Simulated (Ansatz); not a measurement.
# InIrC4N4: the cost of one run

Method: DFT PBE, scalar-relativistic, plane waves, PAW, in Ansatz 0.2.0.

**1. The system as given**

The structure is cubic, space group P-43m (No. 215). The conventional cell has a = 5.987 Å, b = 5.987 Å, c = 5.987 Å, α = 90.00°, β = 90.00°, γ = 90.00°. Around In (site symmetry -43m) lie 4 N at 2.10 Å. Ir (site symmetry -43m) has 4 C at 1.92 Å in its first shell of neighbours. C (site symmetry 3m) has 1 N at 1.17 Å and 1 Ir at 1.92 Å in its first shell of neighbours. N (site symmetry 3m) is surrounded by 1 C at 1.17 Å.

Structure file:

```xyz
10
Lattice="5.9865 0.0000 0.0000 0.0000 5.9865 0.0000 0.0000 0.0000 5.9865" Properties=species:S:1:pos:R:3 pbc="T T T"
In    2.9933    2.9933    2.9933
Ir    0.0000    0.0000    0.0000
C     1.1068    1.1068    1.1068
C     1.1068    4.8798    4.8798
C     4.8798    1.1068    4.8798
C     4.8798    4.8798    1.1068
N     1.7823    1.7823    1.7823
N     1.7823    4.2043    4.2043
N     4.2043    1.7823    4.2043
N     4.2043    4.2043    1.7823
```

A structure generator made this guess: two interpenetrating cyanide-bridged diamond nets (P-43m, No. 215). Its size is a rough estimate.

**2. The guess as it stands, on a coarse mesh**

File input.yaml:

```yaml
crystal:
  lattice:
    - [5.98654494, 0.0, 0.0]
    - [0.0, 5.98654494, 0.0]
    - [0.0, 0.0, 5.98654494]
  atoms:
    - { symbol: In, position: [0.5, 0.5, 0.5] }
    - { symbol: Ir, position: [0.0, 0.0, 0.0], spin: 1.0 }
    - { symbol: C, position: [0.184878, 0.184878, 0.184878] }
    - { symbol: C, position: [0.184878, 0.815122, 0.815122] }
    - { symbol: C, position: [0.815122, 0.184878, 0.815122] }
    - { symbol: C, position: [0.815122, 0.815122, 0.184878] }
    - { symbol: "N", position: [0.29771434, 0.29771434, 0.29771434] }
    - { symbol: "N", position: [0.29771434, 0.70228566, 0.70228566] }
    - { symbol: "N", position: [0.70228566, 0.29771434, 0.70228566] }
    - { symbol: "N", position: [0.70228566, 0.70228566, 0.29771434] }
basis:
  ecutwfc: 420
kpoints:
  mp_grid: { grid: [4, 4, 4] }
hamiltonian:
  xc: pbe
scf:
  occupations: { method: gaussian, width: 0.1 }
  lower_state_search: "off"
output:
  forces: true
  stress: true
  eigenvalues: true
  populations: true
magnetization:
  spin_polarized: true
```

On the command line:

```console
ansatz run input.yaml --threads 1 --pin off --max-ram 2560MiB --backend cpu --events-out ev --progress --plain --runs-dir out
```

**Question.** How long does this run take on 1 thread of Intel Xeon Platinum 8488C (Sapphire Rapids), shared host, and how much memory does it need?

About 18 s, with a peak of 0.54 GiB.
